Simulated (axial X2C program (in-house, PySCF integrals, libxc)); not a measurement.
# All-electron X2C curves of SnB⁻

What are the state, bond length, wavenumber and bond energy of SnB⁻, and what does spin–orbit coupling change?

Program: an in-house X2C program for linear molecules on PySCF integrals. Level of theory: all-electron X2C, Sn dyall-acv3z, B dyall-av3z. These are calculated values, not measurements.

## Step 1: Set-up

task.json reads:

```json
{"zs": [50, 5], "q": -1, "bas": ["dyall-acv3z", "dyall-av3z"], "levels": ["PBE0", "HF", "M06"], "cc": true, "r0": 2.25, "thr": -1.0, "nmax": 90, "npts": 10, "nst": 2, "ntry": 6}
```

Keys: zs atomic numbers; q charge; bas basis sets; levels methods (HF also brings MP2); cc coupled cluster on or off; r0 starting distance in Å; thr threshold in hartree for freezing inner shells (an s shell follows its p shell); nmax most natural virtual spinors; npts points asked for on the curve; nst determinants followed; ntry starts of the search.

The run is started by

```console
$ python so2c.py task.json out
```

Spin-free means the one-electron spin-free X2C Hamiltonian; two-component (2c) means X2C with spin–orbit coupling and atomic mean-field two-electron Coulomb and Gaunt terms. Basis: Sn dyall-acv3z contracted to [12s13p10d5f1g], B dyall-av3z contracted to [8s7p3d2f]; Gaussian nuclei, density fitting. Masses: Sn 119.902 u, B 11.009 u.

Notation: σ, π±, δ± give the projection m of an orbital's angular momentum (0, ±1, ±2), α and β its spin, Λ and M_S the sums; ω is the projection of a spinor's total angular momentum and Ω the sum. Logs are in hartree.

The results follow Hamiltonian by Hamiltonian and level by level.

## Step 2: Search for the lowest determinant

PBE0 moves the distance from 2.250 Å to 2.126 Å and compares determinants there.

Spin-free determinants:

| ΔE (eV) | state | open shells |
| --- | --- | --- |
| 0.00 | M_S = 1, Λ = 1 | beyond closed shells: σα, π+α, π+β, π-α |
| 0.13 | M_S = 0, Λ = 1 | beyond closed shells: σβ, π+α, π+β, π-α |
| 0.36 | M_S = 1, Λ = 0 | beyond closed shells: π+α, π-α |
| 0.77 | M_S = 0, Λ = 0 | closed shell |
| 0.92 | M_S = 0, Λ = 0 | beyond closed shells: π+β, π-α |
| 0.92 | M_S = 0, Λ = 2 | beyond closed shells: π+α, π+β |
| 1.25 | M_S = 2, Λ = 1 | beyond closed shells: σα, 2 × π+α, π-α |

Two-component determinants:

```json
{"ΔE (eV)": "0.00", "state": "Ω = 2", "open shells": "excess of +ω over −ω: ω = 1/2, ω = 3/2"}
{"ΔE (eV)": "0.13", "state": "Ω = 1", "open shells": "excess of +ω over −ω: ω = -1/2, ω = 3/2"}
{"ΔE (eV)": "0.29", "state": "Ω = 1", "open shells": "excess of +ω over −ω: 2 × ω = 1/2"}
{"ΔE (eV)": "0.50", "state": "Ω = 0", "open shells": "closed shell"}
{"ΔE (eV)": "0.84", "state": "Ω = 0", "open shells": "closed shell"}
{"ΔE (eV)": "1.36", "state": "Ω = 3", "open shells": "excess of +ω over −ω: 2 × ω = 3/2"}
{"ΔE (eV)": "2.30", "state": "Ω = 4", "open shells": "excess of +ω over −ω: 2 × ω = 1/2, 2 × ω = 3/2"}
```

## Step 3: PBE0, spin-free

State followed: M_S = 1, Λ = 1 (beyond closed shells: σα, π+α, π+β, π-α). The scan is laid around 2.126 Å, a first estimate of the minimum, and this SCF restarts from the orbitals of the search.

Output at 2.126 Å:

```text
spin-free X2C-1e  PBE0
basis functions 203  fitting functions 1043  grid points 5079
iter        total energy     max residual
   1      -6200.992821647     2.01e-06
   2      -6200.992821647     6.13e-06
converged
one-electron -8660.29107278  Coulomb 2567.51628070  exact exchange -41.96621788  xc functional -128.47867092  nuclear repulsion 62.22685923
```

Along the bond, energies from the lowest point:

```tsv
R (Å)	E (eV)	μ (D)	HOMO (eV)	LUMO (eV)	iterations
1.850	0.7301	-3.19	0.04	1.65	15
1.935	0.3013	-3.41	0.12	1.68	14
1.998	0.1179	-3.56	0.16	1.70	15
2.062	0.0241	-3.71	0.20	1.72	15
2.126	0.0000	-3.84	0.24	1.73	2
2.200	0.0383	-3.98	0.27	1.74	15
2.275	0.1286	-4.10	0.30	1.74	15
2.370	0.2963	-4.23	0.32	1.74	16
2.487	0.5479	-4.35	0.35	1.74	16
2.658	0.9510	-4.47	0.38	1.74	20
```

Dipoles are positive if B is the positive end and refer to the centre of mass.

Outer orbitals at the reference distance:

| symmetry | occupied | ε (eV) | atomic character |
| --- | --- | --- | --- |
| σα | yes | -22.63 | 99% Sn d |
| δ+α | yes | -22.55 | 100% Sn d |
| δ-α | yes | -22.55 | 100% Sn d |
| σβ | yes | -22.53 | 99% Sn d |
| π-α | yes | -22.52 | 99% Sn d |
| π+α | yes | -22.52 | 99% Sn d |
| δ+β | yes | -22.52 | 100% Sn d |
| δ-β | yes | -22.49 | 100% Sn d |
| π+β | yes | -22.45 | 99% Sn d |
| π-β | yes | -22.43 | 99% Sn d |
| σα | yes | -8.54 | 40% Sn s, 35% B s, 11% B p |
| σβ | yes | -7.41 | 46% Sn s, 30% B s, 14% B p |
| σα | yes | -4.26 | 28% B s, 22% Sn p, 22% Sn s |
| σβ | yes | -2.84 | 34% Sn p, 28% B s, 20% Sn s |
| σα | yes | -0.81 | 49% B p, 30% Sn p, 9% Sn s |
| π+α | yes | -0.45 | 46% Sn p, 46% B p, 4% B d |
| π-α | yes | -0.45 | 46% Sn p, 46% B p, 4% B d |
| π+β | yes | 0.24 | 55% Sn p, 37% B p, 6% B d |
| π-β | no | 1.73 | 57% Sn p, 36% B p, 5% B d |
| σβ | no | 2.29 | 38% B p, 27% Sn s, 15% Sn p |
| σα | no | 2.45 | 52% B p, 34% Sn p, 11% Sn s |
| σβ | no | 2.57 | 46% Sn p, 41% B p, 6% B s |

PBE0 fields in the half plane through the axis: z from -2.4 to 4.5 Å across, distance from the axis 0.15 to 2.25 Å upwards; Sn lies at z = 0 and B at z = 2.126 Å; the ELF is damped to zero where the density is low.

log10 density (e/bohr³). Ten even steps from '0' (-4.08 ) to '9' (1.82 ):
```
011112222222222211111000
111222233322222222211100
112223333333333322221110
122233344433333333322110
122334444444444443332211
223344556554444444433211
223345677765455554433221
223345679765555865443221
```

ELF. Ten even steps from ' ' (0.00 ) to '@' (1.00 ):
```
    ..::--====++======------::::......          
  ..--==++******++++========--------::::..      
..::==****##****++++++====++++++++++++==--::    
::==**######**++======++++********######**==::  
--++######**==::::::--==**######%%%%%%%%##**==..
==**####**==::------::--**%%####%%@@@@@@%%##++::
==**####++----######--::**%%--  ::%%@@@@@@%%**--
++######++::**--##--**::**##  @@..##@@@@@@%%##==
```

Re = 2.120 Å, ωe = 600 cm⁻¹, ωexe = 3.37 cm⁻¹, Be = 0.372 cm⁻¹, De = 2.71 eV, μ = -3.83 D.

## Step 4: HF, spin-free

Output at 2.126 Å:

```text
spin-free X2C-1e  HF
basis functions 203  fitting functions 1043  grid points 5079
iter        total energy     max residual
   1      -6198.412804353     1.96e-01
   2      -6198.436440488     6.24e-03
   3      -6198.438087689     7.71e-03
   4      -6198.438754876     3.52e-03
   5      -6198.439248073     4.07e-03
   6      -6198.439706189     3.91e-03
   7      -6198.440204396     3.86e-03
   8      -6198.440759195     3.60e-03
   9      -6198.442629628     2.20e-03
  10      -6198.443260552     6.49e-04
  11      -6198.443251553     5.29e-04
  12      -6198.443269100     1.09e-03
  13      -6198.443302139     2.72e-04
  14      -6198.443311176     1.49e-04
  15      -6198.443312222     9.68e-06
  16      -6198.443312202     2.30e-05
  17      -6198.443312232     3.56e-06
  18      -6198.443312233     5.81e-07
converged
one-electron -8659.09985690  Coulomb 2566.41050808  exact exchange -167.98082264  xc functional 0.00000000  nuclear repulsion 62.22685923
```

Re = 2.124 Å, ωe = 628 cm⁻¹, ωexe = 3.61 cm⁻¹, Be = 0.3705 cm⁻¹, De = 0.966 eV, μ = -3.36 D. ⟨S²⟩ = 2.37 against 2.00 for a pure state, so this determinant mixes spins.

## Step 5: M06, spin-free

Output at 2.126 Å:

```text
spin-free X2C-1e  M06
basis functions 203  fitting functions 1043  grid points 5079
iter        total energy     max residual
   1      -6201.466411043     1.19e-01
   2      -6201.472590108     1.19e-02
   3      -6201.464207024     2.87e-02
   4      -6201.474113811     2.90e-03
   5      -6201.474189742     1.96e-03
   6      -6201.474228975     4.54e-04
   7      -6201.474238914     3.95e-04
   8      -6201.474242370     1.16e-04
   9      -6201.474243025     3.76e-05
  10      -6201.474243085     1.36e-05
  11      -6201.474243095     4.18e-06
  12      -6201.474243096     2.22e-06
converged
one-electron -8659.81776815  Coulomb 2567.05659080  exact exchange -45.32749187  xc functional -125.61243312  nuclear repulsion 62.22685923
```

Re = 2.142 Å, ωe = 574 cm⁻¹, ωexe = 3.38 cm⁻¹, Be = 0.3645 cm⁻¹, De = 3.29 eV, μ = -4.16 D.

## Step 6: Correlated methods, spin-free

Correlated methods: 8 electrons correlated (frozen shells, counted by type: Sn 4 s, 3 p, 2 d; B 1 s), 300 virtual spinors in MP2, 90 natural virtuals in coupled cluster.

Output of the correlated part at 2.126 Å:

```text
correlated 8  virtual 300  natural virtual 90  E(MP2) -0.152045242  MP2 remainder -0.006010290
iter   CCSD correlation   residual
   1     -0.160538724   1.43e-01
   2     -0.168473729   7.66e-02
   3     -0.171773612   4.82e-02
   4     -0.174490616   3.16e-02
   5     -0.175527966   1.40e-02
   6     -0.175805907   6.11e-03
   7     -0.175922096   3.14e-03
   8     -0.175916198   1.69e-03
   9     -0.175913789   7.70e-04
  10     -0.175914466   2.88e-04
  11     -0.175914932   1.20e-04
  12     -0.175914989   5.05e-05
  13     -0.175915455   2.70e-05
  14     -0.175916003   1.41e-05
  15     -0.175916511   7.78e-06
  16     -0.175916753   4.04e-06
  17     -0.175916838   2.09e-06
  18     -0.175916854   1.23e-06
(T) -0.013353109  T1 0.1090  D1 0.2154  max T2 0.095
```

T1 in the output is the amplitude norm over the root of the electron number; divide by √2 for the Lee–Taylor value.

MP2: No constants are quoted: the reference is strongly spin-contaminated.

CCSD: Re = 2.143 Å, ωe = 585 cm⁻¹, ωexe = 4.19 cm⁻¹, Be = 0.3642 cm⁻¹, De = 2.18 eV. T1 at Re = 0.077 (Lee–Taylor, the printed value over √2).

CCSD(T): Re = 2.153 Å, ωe = 572 cm⁻¹, ωexe = 4.23 cm⁻¹, Be = 0.3606 cm⁻¹, De = 2.43 eV. T1 at Re = 0.078 (Lee–Taylor, the printed value over √2).

## Step 7: A higher determinant, spin-free

State: M_S = 0, Λ = 1 (beyond closed shells: σβ, π+α, π+β, π-α).

Output at the reference distance:

```text
spin-free X2C-1e  PBE0
basis functions 203  fitting functions 1043  grid points 5079
iter        total energy     max residual
   1      -6200.987905874     1.97e-06
   2      -6200.987905873     6.19e-06
converged
one-electron -8660.27445993  Coulomb 2567.49850171  exact exchange -41.96434523  xc functional -128.47446166  nuclear repulsion 62.22685923
```

```tsv
R (Å)	E above the lowest PBE0 point (eV)
1.850	0.879
1.935	0.446
1.998	0.259
2.062	0.161
2.126	0.134
2.200	0.168
2.275	0.254
2.370	0.416
2.487	0.653
```

Re = 2.124 Å, ωe = 596 cm⁻¹, ωexe = 3.28 cm⁻¹, Be = 0.3705 cm⁻¹, μ = -3.86 D. ⟨S²⟩ = 1.02 against 0.00 for a pure state, so this determinant mixes spins. Te = 0.13 eV.

## Step 8: The spin-free curves together

Energy (eV) of the followed determinant, spin-free, from each level's lowest point:

```tsv
R (Å)	PBE0	HF	MP2 (spin-contaminated)	CCSD	CCSD(T)	M06
1.850	0.730	0.819	0.795	n/a	n/a	0.813
1.935	0.301	0.345	0.341	0.377	0.403	0.356
1.998	0.118	0.139	0.143	0.163	0.180	0.154
2.062	0.024	0.031	0.037	0.045	0.053	0.042
2.126	0.000	0.000	0.000	0.000	0.000	0.000
2.200	0.038	0.038	0.023	0.018	0.008	0.018
2.275	0.129	0.134	0.095	0.089	0.070	0.088
2.370	0.296	0.314	0.238	0.232	0.201	0.230
2.487	0.548	0.580	0.463	n/a	n/a	0.453
2.658	0.951	0.994	0.855	n/a	n/a	0.816
```

## Step 9: PBE0, 2c

State followed: Ω = 2 (excess of +ω over −ω: ω = 1/2, ω = 3/2). The scan is laid around 2.126 Å, a first estimate of the minimum, and this SCF restarts from the orbitals of the search.

Output at 2.126 Å:

```text
two-component X2C + atomic mean field  PBE0
basis functions 203  fitting functions 1043  grid points 5079
iter        total energy     max residual
   1      -6198.396527978     2.19e-05
   2      -6198.396528003     1.73e-05
   3      -6198.396528015     1.35e-05
   4      -6198.396528031     9.20e-06
   5      -6198.396528037     4.63e-06
   6      -6198.396528037     3.45e-06
converged
one-electron -8652.94978006  Coulomb 2566.19615049  exact exchange -41.94200078  xc functional -128.40777493  nuclear repulsion 62.22685923  atomic mean-field constant -3.51998199
```

Along the bond, energies from the lowest point:

```tsv
R (Å)	E (eV)	μ (D)	HOMO (eV)	LUMO (eV)	iterations
1.850	0.7270	-3.18	0.00	1.74	14
1.935	0.3007	-3.40	0.07	1.77	15
1.998	0.1182	-3.55	0.11	1.79	15
2.062	0.0246	-3.70	0.15	1.80	13
2.126	0.0000	-3.84	0.18	1.81	6
2.200	0.0370	-3.98	0.21	1.82	15
2.275	0.1254	-4.11	0.23	1.82	15
2.370	0.2897	-4.25	0.25	1.82	16
2.487	0.5356	-4.39	0.27	1.82	17
2.658	0.9266	-4.58	0.27	1.81	18
```

Dipoles are positive if B is the positive end and refer to the centre of mass.

Outer spinors at the reference distance:

```
   ω  occupied  ε (eV)             atomic character     λ mixture
 1/2       yes  -23.08                     99% Sn d  51% π, 49% σ
-3/2       yes  -23.08                    100% Sn d  83% δ, 17% π
-1/2       yes  -23.08                     99% Sn d  60% π, 40% σ
 3/2       yes  -23.08                    100% Sn d  80% δ, 20% π
 1/2       yes  -22.10                     99% Sn d  51% σ, 49% π
 5/2       yes  -22.09                    100% Sn d        100% δ
-1/2       yes  -22.07                     99% Sn d  60% σ, 40% π
 3/2       yes  -22.07                    100% Sn d  80% π, 20% δ
-5/2       yes  -22.04                    100% Sn d        100% δ
-3/2       yes  -22.00                    100% Sn d  83% π, 17% δ
 1/2       yes   -8.50   40% Sn s, 36% B s, 11% B p        100% σ
-1/2       yes   -7.38   46% Sn s, 29% B s, 14% B p        100% σ
 1/2       yes   -4.23  28% B s, 22% Sn s, 22% Sn p        100% σ
-1/2       yes   -2.81  35% Sn p, 28% B s, 20% Sn s        100% σ
 1/2       yes   -0.79   48% B p, 31% Sn p, 9% Sn s   98% σ, 2% π
-1/2       yes   -0.51    47% Sn p, 45% B p, 4% B d   99% π, 1% σ
 3/2       yes   -0.37    49% B p, 43% Sn p, 3% B d        100% π
 1/2       yes    0.18    57% Sn p, 35% B p, 6% B d   98% π, 2% σ
-3/2        no    1.81    57% Sn p, 37% B p, 5% B d        100% π
-1/2        no    2.31   38% B p, 26% Sn s, 16% B s   99% σ, 1% π
 1/2        no    2.50   51% B p, 38% Sn p, 9% Sn s        100% σ
-1/2        no    2.64   51% Sn p, 40% B p, 4% Sn s        100% σ
```

PBE0 fields in the half plane through the axis: z from -2.4 to 4.5 Å across, distance from the axis 0.15 to 2.25 Å upwards; Sn lies at z = 0 and B at z = 2.126 Å; the ELF is damped to zero where the density is low.

log10 density (e/bohr³). Ten even steps from ' ' (-4.08 ) to '@' (1.82 ):
```
  ........::::::::::::::::::::::..........      
......::::::::::----::::::::::::::::::......    
....::::::----------------------::::::::......  
..::::::------======------------------::::....  
..::::----========================------::::....
::::----====++++**++++================----::....
::::----==++**######**++==++++++++====----::::..
::::----==++**##@@##**++++++++%%**++====--::::..
```

ELF. Ten even steps from '0' (0.00 ) to '9' (1.00 ):
```
001234444443332221100000
013456665544433333321000
124667666554455555543210
246777654445566667776420
357776422234677788887641
467764233323687789998752
567753377732683028999863
577752637362670917999874
```

Re = 2.121 Å, ωe = 596 cm⁻¹, ωexe = 3.44 cm⁻¹, Be = 0.3717 cm⁻¹, De = 2.77 eV, μ = -3.83 D.

## Step 10: HF, 2c

The SCF at the reference distance of 2.126 Å:

```text
two-component X2C + atomic mean field  HF
basis functions 203  fitting functions 1043  grid points 5079
iter        total energy     max residual
   1      -6195.814755440     1.96e-01
   2      -6195.838549308     6.53e-03
   3      -6195.840370817     8.22e-03
   4      -6195.841152560     4.52e-03
   5      -6195.841767053     4.63e-03
   6      -6195.842380399     4.26e-03
   7      -6195.843095071     3.92e-03
   8      -6195.844224828     2.77e-03
   9      -6195.845515915     8.53e-04
  10      -6195.845493301     1.14e-03
  11      -6195.845574205     3.89e-04
  12      -6195.845584267     4.91e-04
  13      -6195.845589740     3.05e-04
  14      -6195.845593714     1.49e-04
  15      -6195.845594395     1.35e-04
  16      -6195.845595176     7.73e-05
  17      -6195.845595552     1.60e-05
  18      -6195.845595588     1.30e-05
  19      -6195.845595607     1.11e-05
  20      -6195.845595624     8.88e-06
  21      -6195.845595641     5.82e-06
  22      -6195.845595648     3.21e-06
  23      -6195.845595650     1.70e-06
converged
one-electron -8651.82335333  Coulomb 2565.15566323  exact exchange -167.88478279  xc functional 0.00000000  nuclear repulsion 62.22685923  atomic mean-field constant -3.51998199
```

Re = 2.130 Å, ωe = 610 cm⁻¹, ωexe = 5.15 cm⁻¹, Be = 0.3685 cm⁻¹, De = 1.07 eV, μ = -3.47 D.

## Step 11: M06, 2c

Output at 2.126 Å:

```text
two-component X2C + atomic mean field  M06
basis functions 203  fitting functions 1043  grid points 5079
iter        total energy     max residual
   1      -6198.869472970     1.19e-01
   2      -6198.875566690     1.17e-02
   3      -6198.867055557     2.90e-02
   4      -6198.877106734     2.61e-03
   5      -6198.877169224     1.82e-03
   6      -6198.877204701     3.71e-04
   7      -6198.877210755     3.44e-04
   8      -6198.877213222     1.11e-04
   9      -6198.877213650     2.67e-05
  10      -6198.877213698     1.37e-05
  11      -6198.877213707     1.88e-06
  12      -6198.877213707     8.49e-07
converged
one-electron -8652.47382501  Coulomb 2565.73361615  exact exchange -45.30130404  xc functional -125.54257804  nuclear repulsion 62.22685923  atomic mean-field constant -3.51998199
```

Re = 2.145 Å, ωe = 565 cm⁻¹, ωexe = 3.67 cm⁻¹, Be = 0.3634 cm⁻¹, De = 3.12 eV, μ = -4.18 D.

## Step 12: Correlated methods, 2c

Correlated methods: 8 electrons correlated (frozen shells, counted by type: Sn 4 s, 3 p, 2 d; B 1 s), 300 virtual spinors in MP2, 90 natural virtuals in coupled cluster.

Output of the correlated part at 2.126 Å:

```text
correlated 8  virtual 300  natural virtual 90  E(MP2) -0.150821171  MP2 remainder -0.005920284
iter   CCSD correlation   residual
   1     -0.159701210   1.42e-01
   2     -0.167689245   7.55e-02
   3     -0.170890821   4.66e-02
   4     -0.173439736   3.04e-02
   5     -0.174420021   1.36e-02
   6     -0.174683607   5.86e-03
   7     -0.174786859   2.92e-03
   8     -0.174782690   1.51e-03
   9     -0.174778695   7.08e-04
  10     -0.174779556   2.95e-04
  11     -0.174779790   1.39e-04
  12     -0.174779649   7.17e-05
  13     -0.174780003   4.85e-05
  14     -0.174780683   3.28e-05
  15     -0.174781580   2.04e-05
  16     -0.174781868   1.09e-05
  17     -0.174781913   5.84e-06
  18     -0.174781828   3.38e-06
  19     -0.174781805   1.77e-06
  20     -0.174781787   9.10e-07
(T) -0.013010439  T1 0.1045  D1 0.2007  max T2 0.093
```

MP2: No constants are quoted: the reference is strongly spin-contaminated.

CCSD: Re = 2.147 Å, ωe = 573 cm⁻¹, ωexe = 3.76 cm⁻¹, Be = 0.3626 cm⁻¹, De = 2.25 eV. T1 at Re = 0.074 (Lee–Taylor, the printed value over √2).

CCSD(T): Re = 2.156 Å, ωe = 565 cm⁻¹, Be = 0.3596 cm⁻¹, De = 2.48 eV. T1 at Re = 0.074 (Lee–Taylor, the printed value over √2).

## Step 13: A higher determinant, 2c

State: Ω = 1 (excess of +ω over −ω: ω = -1/2, ω = 3/2).

Output at the reference distance:

```text
two-component X2C + atomic mean field  PBE0
basis functions 203  fitting functions 1043  grid points 5079
iter        total energy     max residual
   1      -6198.391622426     1.68e-05
   2      -6198.391622447     2.24e-05
   3      -6198.391622453     1.55e-05
   4      -6198.391622472     9.41e-06
   5      -6198.391622477     3.34e-06
   6      -6198.391622478     1.30e-06
converged
one-electron -8652.90529590  Coulomb 2566.14895936  exact exchange -41.93958128  xc functional -128.40258191  nuclear repulsion 62.22685923  atomic mean-field constant -3.51998199
```

```tsv
R (Å)	E above the lowest PBE0 point (eV)
1.850	0.879
1.935	0.448
1.998	0.262
2.062	0.163
2.126	0.133
2.200	0.164
2.275	0.243
2.370	n/a
2.487	n/a
```

No constants are quoted: too few points lie around the minimum for a second fit to confirm the first.

## Step 14: The 2c curves together

Energy (eV) of the followed determinant, 2c, from each level's lowest point:

```tsv
R (Å)	PBE0	HF	MP2 (spin-contaminated)	CCSD	CCSD(T)	M06
1.850	0.727	0.828	0.799	n/a	n/a	0.814
1.935	0.301	0.353	0.344	0.382	0.405	0.359
1.998	0.118	0.146	0.145	0.168	0.183	0.156
2.062	0.025	0.035	0.037	0.047	0.055	0.044
2.126	0.000	0.000	0.000	0.000	0.000	0.000
2.200	0.037	0.030	0.024	0.013	0.005	0.015
2.275	0.125	0.115	0.106	0.079	0.064	0.081
2.370	0.290	0.269	0.280	0.217	0.195	0.215
2.487	0.536	0.481	0.571	n/a	n/a	0.424
2.658	0.927	0.769	1.012	n/a	n/a	0.757
```

Time for the job: 3.9 min (1 thread of Arm Neoverse V1, shared host).

## Step 15: Results

Lowest determinant that the search found at its distance, spin-free: M_S = 1, Λ = 1 (beyond closed shells: σα, π+α, π+β, π-α).

Lowest determinant that the search found at its distance, 2c: Ω = 2 (excess of +ω over −ω: ω = 1/2, ω = 3/2).

| Hamiltonian | level | Re (Å) | ωe (cm⁻¹) | De (eV) | μ (D) |
| --- | --- | --- | --- | --- | --- |
| spin-free | PBE0 | 2.120 | 600 | 2.71 | -3.83 |
| spin-free | HF | 2.124 | 628 | 0.966 | -3.36 |
| spin-free | CCSD | 2.143 | 585 | 2.18 | n/a |
| spin-free | CCSD(T) | 2.153 | 572 | 2.43 | n/a |
| spin-free | M06 | 2.142 | 574 | 3.29 | -4.16 |
| 2c | PBE0 | 2.121 | 596 | 2.77 | -3.83 |
| 2c | HF | 2.130 | 610 | 1.07 | -3.47 |
| 2c | CCSD | 2.147 | 573 | 2.25 | n/a |
| 2c | CCSD(T) | 2.156 | 565 | 2.48 | n/a |
| 2c | M06 | 2.145 | 565 | 3.12 | -4.18 |

Dipoles are positive if B is the positive end and refer to the centre of mass. No constants: spin-free MP2 (the reference is strongly spin-contaminated); 2c MP2 (the reference is strongly spin-contaminated). Spin-free ⟨S²⟩ is off its pure value at HF 2.37.

Time per point (s) on 1 thread of Arm Neoverse V1, shared host (2c runs; CCSD comes with the CCSD(T) run); the times are rough: PBE0 1.1, HF 1.1, CCSD(T) 5.3, M06 1.8.

At CCSD(T), going from spin-free to two-component changes Re by +3 mÅ, ωe by -1.3 %; the spin-free picture holds up (part of it comes from the scalar share of the two-electron terms). De moves by +0.06 eV; both De rest on single-determinant atoms, which can miss part of an open shell's spin–orbit lowering.

De refers to Sn- + B, each in the lowest determinant found, which need not be this curve's own limit. The state is a single determinant with fixed occupations, the lowest that a limited PBE0 search found. De is counted from the lowest determinant-based energies of the atoms at the same level, without counterpoise correction. Density functionals use the spin component along the axis (collinear). CCSD and (T) use frozen natural virtuals with an MP2 correction for the truncation. The meta-GGAs lack a current-density term, which matters for open shells with orbital currents, atoms included. With several unpaired electrons one determinant need not be a pure state. The spin-free determinant is spin-contaminated at some levels. With the outer-core shells frozen, correlated bond lengths of heavy atoms tend to come out a few hundredths of an ångström too long. T1 at Re is 0.078 (Lee–Taylor), above the customary mark of 0.02.
